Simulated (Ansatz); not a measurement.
**H₂MoO₂S₂: one species, many methods**

One table from this session's results is given with a row withheld; the runs are named, their logs left out.

Program: Ansatz 0.2.0, Gaussian basis. Level of theory: functionals in def2-TZVPP, the program's frozen cores in correlated methods. These are calculated values, not measurements.

Levels to be run: LDA (SPW92), PBE-D4, revPBE-D4, BLYP-D4, r2SCAN-D4, B97M-V, PBE0-D4, B3LYP-D4, r2SCANh-D4, r2SCAN0-D4, HSE06-D4, BHLYP-D4, CAM-B3LYP-D4, LC-ωPBE, ωB97X-V, ωB97M-V, B2PLYP, PBE-QIDH; CCSD(T)/def2-SVP; CCSD(T)/def2-TZVPP; MP2/def2-QZVPP; extrapolation to the limit; RPA on PBE.

## Structure used throughout

The geometry comes from an earlier relaxation with PBE0-D4 in a triple-zeta def2 set; it is a stationary point, not always the lowest conformer. Mo takes the def2 core potential; no spin-orbit term is included.

SMILES `[OH][Mo]([OH])(=[S])=[S]`, 7 atoms, charge 0, spin multiplicity 1.

Atoms are counted from 1 here; the program's logs count them from 0.

Bond lengths: O1–Mo2 1.860 Å, O1–H6 0.962 Å, Mo2–O3 1.860 Å, Mo2–S4 2.099 Å, Mo2–S5 2.099 Å, O3–H7 0.962 Å. Angles: Mo2–O1–H6 120.9°, O1–Mo2–O3 110.4°, O1–Mo2–S4 108.5°, O1–Mo2–S5 109.9°, O3–Mo2–S4 109.9°, O3–Mo2–S5 108.5°, S4–Mo2–S5 109.6°, Mo2–O3–H7 120.9°.

Set-up of the first run:

in.yaml reads:

```yaml
crystal:
  periodic: [false, false, false]
  atoms:
    - {symbol: O, position_ang: [-1.525894, 0.274121, 0.678332]}
    - {symbol: Mo, position_ang: [0.034894, 0.041554, -0.305751]}
    - {symbol: O, position_ang: [1.413532, -0.548201, 0.794299]}
    - {symbol: S, position_ang: [-0.333211, -1.373341, -1.812489]}
    - {symbol: S, position_ang: [0.610668, 1.863689, -1.175232]}
    - {symbol: H, position_ang: [-1.806553, 1.149849, 0.960743]}
    - {symbol: H, position_ang: [1.667764, -1.475771, 0.814398]}
basis:
  gaussian: {orbitals: def2-TZVPP}
hamiltonian: {xc: lda}
output: {orbitals: {seedname: orbitals}}
```

Command:

```
ansatz run in.yaml --threads 4 --pin off --events-out ev --progress --plain --max-ram 10444MiB
```

Steps of the session up to this table: LDA; PBE-D4 (GGA); revPBE-D4 (GGA); BLYP-D4 (GGA); r2SCAN-D4 (meta-GGA); B97M-V (meta-GGA); PBE0-D4 (hybrid); B3LYP-D4 (hybrid); r2SCANh-D4 (hybrid); r2SCAN0-D4 (hybrid); HSE06-D4 (hybrid); BHLYP-D4 (hybrid); CAM-B3LYP-D4 (range-separated); LC-ωPBE (range-separated); ωB97X-V (range-separated); ωB97M-V (range-separated); B2PLYP (double hybrid); PBE-QIDH (double hybrid).

One table of the session follows, with a row left open; its other results are not shown here.

It belongs to the step «Orbital energies across the functionals». 

```
  functional  HOMO (eV)  LUMO (eV)  gap (eV)
 LDA (SPW92)      -6.35      -3.90      2.45
      PBE-D4      -6.20      -3.74      2.46
   revPBE-D4      -6.15      -3.68      2.47
     BLYP-D4      -6.03      -3.60      2.43
   r2SCAN-D4      -6.48      -3.77      2.72
      B97M-V          ?          ?         ?
     PBE0-D4      -7.32      -3.13      4.19
    B3LYP-D4      -7.08      -3.28      3.80
  r2SCANh-D4      -6.89      -3.52      3.37
  r2SCAN0-D4      -7.50      -3.14      4.36
    HSE06-D4      -6.93      -3.50      3.43
    BHLYP-D4      -8.27      -2.34      5.93
CAM-B3LYP-D4      -8.50      -2.12      6.38
     LC-ωPBE      -9.78      -1.16      8.61
     ωB97X-V      -9.45      -1.17      8.27
     ωB97M-V      -9.28      -1.15      8.13
```

**Question.** Estimate the row for B97M-V.

As computed: HOMO (eV): -6.53; LUMO (eV): -3.71; gap (eV): 2.81. In the column «HOMO (eV)» it lies between r2SCANh-D4 (-6.89) and r2SCAN-D4 (-6.48).
